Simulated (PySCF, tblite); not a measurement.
# C₂H₁₁BO₂Si₂: dynamics, then NMR shifts on frames, part 2 of 2

tblite 0.8.0 and PySCF 2.14.0. Atoms count from 0. Earlier steps stand in the parts before.

### Step 6. Nuclear shieldings: 800 fs, PBE0/pcSseg-1

Job settings and geometry (Å):

```
{"job": {"kind": "nmr", "xc": "PBE0", "basis": "pcSseg-1", "pop": false}, "charge": 0, "multiplicity": 1}
C     -1.607200     1.328900     1.309900
O     -1.356000     0.250600     0.436000
B     -0.121400    -0.314100     0.030300
O     -0.365700    -1.585700    -0.426500
C     -1.506600    -2.339200    -0.303900
Si     1.691500     0.422000     0.225700
Si     3.320600    -1.065000    -0.560800
H     -2.554500     1.767700     1.028800
H     -0.868800     2.087800     1.274900
H     -1.619800     0.973700     2.332100
H     -2.076000    -2.393400    -1.232100
H     -2.170200    -1.921800     0.473600
H     -1.251200    -3.314500     0.089100
H      1.796500     1.803700    -0.517700
H      1.971800     1.000800     1.590300
H      3.717100    -2.257300     0.311700
H      2.789400    -1.622500    -1.882800
H      4.530500    -0.275400    -0.925400
```

Level: GIAO PBE0/pcSseg-1 NMR shielding, non-relativistic, gas phase.

The log of the run:

```text
coarse grid: 15504 points
cycle   1  E = -836.4039868404  dE =  4.582e-01  |g| = 7.557e-01  |ddm| = 3.554e+00
cycle   2  E = -836.2458622612  dE =  1.581e-01  |g| = 1.197e+00  |ddm| = 1.560e+00
cycle   3  E = -836.5089274976  dE = -2.631e-01  |g| = 6.771e-02  |ddm| = 1.064e+00
cycle   4  E = -836.5096996123  dE = -7.721e-04  |g| = 2.802e-02  |ddm| = 6.958e-02
cycle   5  E = -836.5098445587  dE = -1.449e-04  |g| = 1.335e-02  |ddm| = 3.138e-02
cycle   6  E = -836.5098729973  dE = -2.844e-05  |g| = 3.536e-03  |ddm| = 9.586e-03
cycle   7  E = -836.5098758901  dE = -2.893e-06  |g| = 3.059e-04  |ddm| = 4.039e-03
final grid: 138984 points
cycle   8  E = -836.5674394742  dE = -2.947e-05  |g| = 1.041e-02  |ddm| = 2.113e-02
cycle   9  E = -836.5674233358  dE =  1.614e-05  |g| = 1.429e-02  |ddm| = 1.268e-02
cycle  10  E = -836.5674590533  dE = -3.572e-05  |g| = 1.393e-03  |ddm| = 7.951e-03
cycle  11  E = -836.5674594760  dE = -4.227e-07  |g| = 1.465e-04  |ddm| = 1.333e-03
cycle  12  E = -836.5674594802  dE = -4.249e-09  |g| = 5.163e-05  |ddm| = 1.395e-04
cycle  13  E = -836.5674594809  dE = -6.230e-10  |g| = 1.426e-05  |ddm| = 7.207e-05
converged SCF energy = -836.5674594809

GIAO shielding tensors (ppm)
atom      isotropic    diamagn.    paramagn.     s11        s22        s33       span
  0 C      133.523     243.775    -110.252    104.878    108.466    187.225     82.347
  1 O      185.100     398.762    -213.663    -45.284    265.294    335.289    380.573
  2 B       67.653     201.468    -133.815     47.207     70.695     85.057     37.850
  3 O      185.448     398.309    -212.862     35.165    181.121    340.057    304.892
  4 C      136.380     243.789    -107.408    105.735    118.705    184.701     78.966
  5 Si     477.211     882.673    -405.462    435.790    471.160    524.683     88.893
  6 Si     457.390     879.071    -421.681    440.895    463.936    467.339     26.444
  7 H       27.972      29.030      -1.058     23.883     25.850     34.183     10.300
  8 H       28.462      31.651      -3.189     24.553     27.845     32.990      8.437
  9 H       28.208      29.783      -1.574     24.272     25.769     34.584     10.312
 10 H       28.032      28.832      -0.799     24.120     25.365     34.613     10.493
 11 H       26.919      30.675      -3.756     22.308     27.112     31.337      9.029
 12 H       28.220      28.743      -0.523     23.543     26.407     34.711     11.168
 13 H       26.925      29.210      -2.286     23.507     25.430     31.836      8.329
 14 H       27.610      29.871      -2.260     24.146     26.204     32.481      8.335
 15 H       27.235      27.585      -0.350     24.279     25.027     32.398      8.120
 16 H       27.175      28.329      -1.153     23.750     26.006     31.769      8.018
 17 H       27.764      27.707       0.057     24.069     25.532     33.692      9.623
```

Wall time 19 s (1 thread of Arm Neoverse V2, shared host); peak memory 0.85 GiB.

This run: δ C0 53.4, C4 50.5, O1 151.0, O3 150.6, H11 4.80, H13 4.79 ppm.

### Step 7. Shielding tensors: 1000 fs, PBE0/pcSseg-1

Job settings and geometry (Å):

```
{"job": {"kind": "nmr", "xc": "PBE0", "basis": "pcSseg-1", "pop": false}, "charge": 0, "multiplicity": 1}
C     -1.439200     1.428900     1.570600
O     -1.044300     0.365200     0.672800
B      0.075400    -0.094300     0.075600
O     -0.004600    -1.414000    -0.463200
C     -1.187900    -2.167200    -0.313000
Si     1.969600     0.438300     0.054400
Si     2.860700    -1.589100    -0.915500
H     -2.490300     1.559300     1.312300
H     -0.951200     2.391100     1.287900
H     -1.263800     1.132000     2.596300
H     -2.011200    -1.732400    -0.826700
H     -1.430400    -2.136900     0.776300
H     -0.982100    -3.213400    -0.664600
H      2.344000     1.535400    -0.927200
H      2.504700     0.777300     1.439200
H      3.011100    -2.670100    -0.005800
H      2.160100    -2.091300    -2.229200
H      4.217800    -1.156500    -1.098400
```

Method: GIAO PBE0/pcSseg-1 NMR shielding, non-relativistic, gas phase.

The log of the run:

```text
coarse grid: 15504 points
cycle   1  E = -836.3958442239  dE =  3.781e-01  |g| = 7.470e-01  |ddm| = 3.554e+00
cycle   2  E = -836.2378410420  dE =  1.580e-01  |g| = 1.189e+00  |ddm| = 1.587e+00
cycle   3  E = -836.4977921108  dE = -2.600e-01  |g| = 7.551e-02  |ddm| = 1.075e+00
cycle   4  E = -836.4985096197  dE = -7.175e-04  |g| = 4.739e-02  |ddm| = 7.998e-02
cycle   5  E = -836.4988907350  dE = -3.811e-04  |g| = 1.495e-02  |ddm| = 4.168e-02
cycle   6  E = -836.4989300004  dE = -3.927e-05  |g| = 2.682e-03  |ddm| = 1.241e-02
cycle   7  E = -836.4989320373  dE = -2.037e-06  |g| = 2.741e-04  |ddm| = 4.315e-03
final grid: 138984 points
cycle   8  E = -836.5576015834  dE = -2.365e-05  |g| = 1.157e-02  |ddm| = 2.034e-02
cycle   9  E = -836.5575771706  dE =  2.441e-05  |g| = 1.668e-02  |ddm| = 1.468e-02
cycle  10  E = -836.5576255892  dE = -4.842e-05  |g| = 1.397e-03  |ddm| = 9.598e-03
cycle  11  E = -836.5576260358  dE = -4.466e-07  |g| = 1.597e-04  |ddm| = 1.479e-03
cycle  12  E = -836.5576260397  dE = -3.925e-09  |g| = 9.474e-05  |ddm| = 1.791e-04
cycle  13  E = -836.5576260413  dE = -1.635e-09  |g| = 3.022e-05  |ddm| = 8.944e-05
cycle  14  E = -836.5576260415  dE = -1.471e-10  |g| = 9.053e-06  |ddm| = 2.649e-05
converged SCF energy = -836.5576260415

GIAO shielding tensors (ppm)
atom      isotropic    diamagn.    paramagn.     s11        s22        s33       span
  0 C      123.870     244.441    -120.570     94.506     95.629    181.477     86.971
  1 O      179.162     400.711    -221.548    -28.121    222.592    343.016    371.137
  2 B       66.757     201.874    -135.117     42.497     72.242     85.533     43.036
  3 O      163.761     400.333    -236.572     16.861    197.956    276.466    259.605
  4 C      131.073     245.756    -114.683    105.240    111.498    176.480     71.240
  5 Si     457.511     882.859    -425.348    433.789    449.500    489.245     55.457
  6 Si     458.498     879.284    -420.787    410.387    465.377    499.730     89.344
  7 H       27.029      28.665      -1.636     22.703     25.600     32.785     10.082
  8 H       26.833      29.185      -2.351     23.413     25.526     31.560      8.147
  9 H       27.408      29.055      -1.647     23.760     25.075     33.389      9.629
 10 H       28.444      31.502      -3.058     24.752     26.223     34.356      9.604
 11 H       27.156      30.349      -3.193     23.118     25.712     32.638      9.520
 12 H       27.300      28.381      -1.081     22.937     26.084     32.878      9.942
 13 H       27.490      29.992      -2.502     24.402     25.560     32.509      8.107
 14 H       27.550      29.756      -2.206     24.469     25.841     32.338      7.868
 15 H       28.803      29.969      -1.166     25.877     26.459     34.074      8.197
 16 H       26.689      27.792      -1.103     23.431     25.668     30.969      7.539
 17 H       28.390      28.690      -0.299     24.278     26.260     34.633     10.356
```

Wall time 21 s (1 thread of Arm Neoverse V2, shared host); peak memory 0.85 GiB.

This run: δ C0 63.1, C4 55.9, O3 172.3, O1 156.9, H16 5.03, H8 4.88 ppm.

### Step 8. Side by side: NMR shifts

Shifts (ppm) of some atoms, chosen among heavy atoms and hydrogens apart, with basis size and wall time:

```tsv
frame	C0	H8	H12	O1	O3	Si6	Si5	functions	time
250 fs	59.2	4.99	4.85	143.5	143.4	-120.0	-128.8	188	30 s
425 fs	57.7	3.85	3.31	138.0	157.5	-107.8	-132.6	188	23 s
625 fs	61.4	5.35	5.76	139.5	157.7	-120.5	-139.1	188	20 s
800 fs	53.4	3.25	3.50	151.0	150.6	-108.2	-128.1	188	19 s
1000 fs	63.1	4.88	4.42	156.9	172.3	-109.3	-108.4	188	21 s
```

### Step 9. Outcome

This closing draws on all 2 parts.

| quantity | value |
| --- | --- |
| thermostat | 300 K |
| mean temperature, second half | 312 K |
| mean potential energy above the minimum | 0.63 eV |
| 13C shifts against TMS (PBE0/pcSseg-1, 250 fs) | 59.2, 57.7 ppm |
| 1H shifts against TMS (PBE0/pcSseg-1, 250 fs) | 4.99, 4.85, 4.45, 4.27, 4.06, 4.02, 4.01, 3.76, 3.33, 3.15, 2.93 ppm |
| 17O shifts against H2O (PBE0/pcSseg-1, 250 fs) | 143.5, 143.4 ppm |
| 11B shifts against BF3·OEt2 (PBE0/pcSseg-1, 250 fs) | 30.2 ppm |
| 29Si shifts against TMS (PBE0/pcSseg-1, 250 fs) | -120.0, -128.8 ppm |
| surface potential, 1st and 99th percentile | -0.78 V and 1.00 V |
| range of the shift of Si5 | -139.1 to -108.4 ppm |

**Reading.** In the second half the potential energy averages 0.63 eV above the minimum; equipartition over 48 harmonic modes at 300 K would give 0.62 eV. With 18 atoms the temperature swings widely (188 to 398 K). Shifts at one fixed geometry are not the observed spectrum, which averages over the motion. In the first frame run (250 fs): The widest tensor belongs to O1: span 375 ppm, with a paramagnetic part of -207 ppm. At PBE0/pcSseg-1, counted by nearest atom on the grid, the HOMO lies on Si5, Si6 about 25 % each; B2 11 %, the LUMO on B2 35 %; Si5 15 %. In ppm, Si5 moves most: its shift spreads over 30.8 ppm, from -139.1 (625 fs) to -108.4 (1000 fs).
